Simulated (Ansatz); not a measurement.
Predict the output of the script below (Ansatz's Python interface).

Script `run_dimer.py`:
```python
"""Binding of a CH4OSi dimer at a trial geometry."""

import ansatz as az

BASIS = "cc-pVDZ"
XC = "hf"

FIRST = [
    ("C", (-0.6867, 0.4626, -0.293)),
    ("Si", (1.0374, 0.0906, -0.5719)),
    ("O", (1.5239, -1.1918, 0.3293)),
    ("H", (-1.308, -0.3262, -0.5657)),
    ("H", (-1.0378, 1.3517, -0.9389)),
    ("H", (-0.9294, 0.7839, 0.7389)),
    ("H", (1.4004, -1.1709, 1.3012)),
]
SECOND = [
    ("C", (1.9246, 4.7542, 2.4108)),
    ("Si", (0.739, 3.6653, 1.638)),
    ("O", (-0.0555, 4.4198, 0.4163)),
    ("H", (2.6611, 5.0683, 1.7464)),
    ("H", (2.4989, 4.2219, 3.258)),
    ("H", (1.4826, 5.6357, 2.9154)),
    ("H", (-0.5288, 5.2588, 0.5964)),
]

def energy(atoms, ghosts=()):
    molecule = az.Crystal.molecule()
    for symbol, xyz in atoms:
        molecule = molecule.atom(symbol, xyz)
    calc = molecule.calculation().basis(gaussian=BASIS).functional(XC)
    deck = calc.input()
    if ghosts:
        deck = deck.set(az.key.basis.gaussian.ghost_atoms, [{"symbol": s, "position_ang": list(xyz)} for s, xyz in ghosts])
    return az.Session.from_dict(deck).plan().execute().report["free_energy_ev"]

# ghost atoms carry the functions of the partner
both = energy(FIRST + SECOND)
alone = energy(FIRST) + energy(SECOND)
ghosted = energy(FIRST, SECOND) + energy(SECOND, FIRST)
print(f"dimer {both:.6f} eV")
print(f"interaction, uncorrected   {96.485332 * (both - alone):8.3f} kJ/mol")
print(f"interaction, counterpoise  {96.485332 * (both - ghosted):8.3f} kJ/mol")
print(f"basis-set superposition    {96.485332 * (alone - ghosted):8.3f} kJ/mol")
```

```console
$ python run_dimer.py
dimer -21985.190023 eV
interaction, uncorrected     -7.603 kJ/mol
interaction, counterpoise    -4.555 kJ/mol
basis-set superposition       3.048 kJ/mol
```

Uncorrected it is -7.603 kJ/mol, with the counterpoise correction -4.555 kJ/mol; the difference, 3.05 kJ/mol, is the superposition error.

Caveats:
- Total energies depend on the basis set; only differences at equal settings carry meaning.
- The dimer is a generated trial pose of unrelaxed monomers, not a minimum, so the figure is no binding energy, and the basis set is small.
- Hartree-Fock leaves correlation out, so bond, atomisation and ionisation energies come out well too low.
- This level lacks the dispersion part of the attraction (electrostatics and induction are there), which can decide the sign where the interaction is weak.
- Timing: 8.7 s on 1 thread of Intel(R) Xeon(R) Platinum 8488C (Sapphire Rapids), on a shared host, peak memory 0.32 GiB.

(Lines on the test bed's own set-up are left out of the output.)
